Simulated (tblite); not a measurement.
# C6H16AlNS: the cost of one run

Programs: tblite 0.8.0 and PySCF 2.14.0, with density-fitted response routines of our own. Each step states its level of theory. These are calculated values for one molecule in the gas phase, unless marked as measured. Atoms count from 0, in the outputs and in this text.

### 1 Starting geometry

25 atoms, charge 0, multiplicity 1; geometry from: force field or distance geometry start.

Bonds of the start (Å): C0–S1 1.81, S1–Al2 2.26, Al2–N3 1.90, N3–C4 1.44, N3–C5 1.43, C5–C6 1.52, C5–C7 1.50, C5–C8 1.52, C0–H9 1.10, C0–H10 1.11, C0–H11 1.10, Al2–H12 1.61, C4–H13 1.10, C4–H14 1.10, C4–H15 1.10, C6–H16 1.10, C6–H17 1.11, C6–H18 1.11, C7–H19 1.12, C7–H20 1.11, C7–H21 1.10, C8–H22 1.10, C8–H23 1.10, C8–H24 1.10.

### 2 Geometry optimisation with GFN2-xTB

Job settings and geometry (Å):

```
{"job": {"kind": "relax", "xc": "GFN2-xTB", "basis": "xTB"}, "charge": 0, "multiplicity": 1}
C      4.692200     0.587000     0.630000
S      3.243100    -0.492800     0.691200
Al     1.311900     0.634700     0.362200
N     -0.111200    -0.340600    -0.430800
C      0.089000    -1.770300    -0.426700
C     -1.427800     0.078600    -0.050700
C     -1.597100     1.588500    -0.050300
C     -1.904600    -0.432500     1.273900
C     -2.363300    -0.464400    -1.114900
H      5.573200    -0.069700     0.526200
H      4.630200     1.285200    -0.229100
H      4.737500     1.202500     1.543400
H      1.426200     2.206800     0.033700
H     -0.849200    -2.352400    -0.450300
H      0.703000    -2.015300     0.454600
H      0.679300    -2.026700    -1.321300
H     -2.670300     1.794900     0.062700
H     -1.232700     1.924000    -1.045900
H     -1.048300     2.042400     0.796100
H     -3.001200    -0.628600     1.147800
H     -1.845200     0.374100     2.035400
H     -1.407200    -1.343000     1.627400
H     -3.152200     0.274600    -1.326500
H     -1.754200    -0.588400    -2.023500
H     -2.731900    -1.444400    -0.786700
```

Command:

```
$ OMP_NUM_THREADS=1 python probes_run.py task.json out
```

The driver reads the jobs from task.json and runs them one after another.

**Question.** How long does this first job take on 1 thread of Intel Xeon at 2.50GHz, shared host?

About 7.8 s.
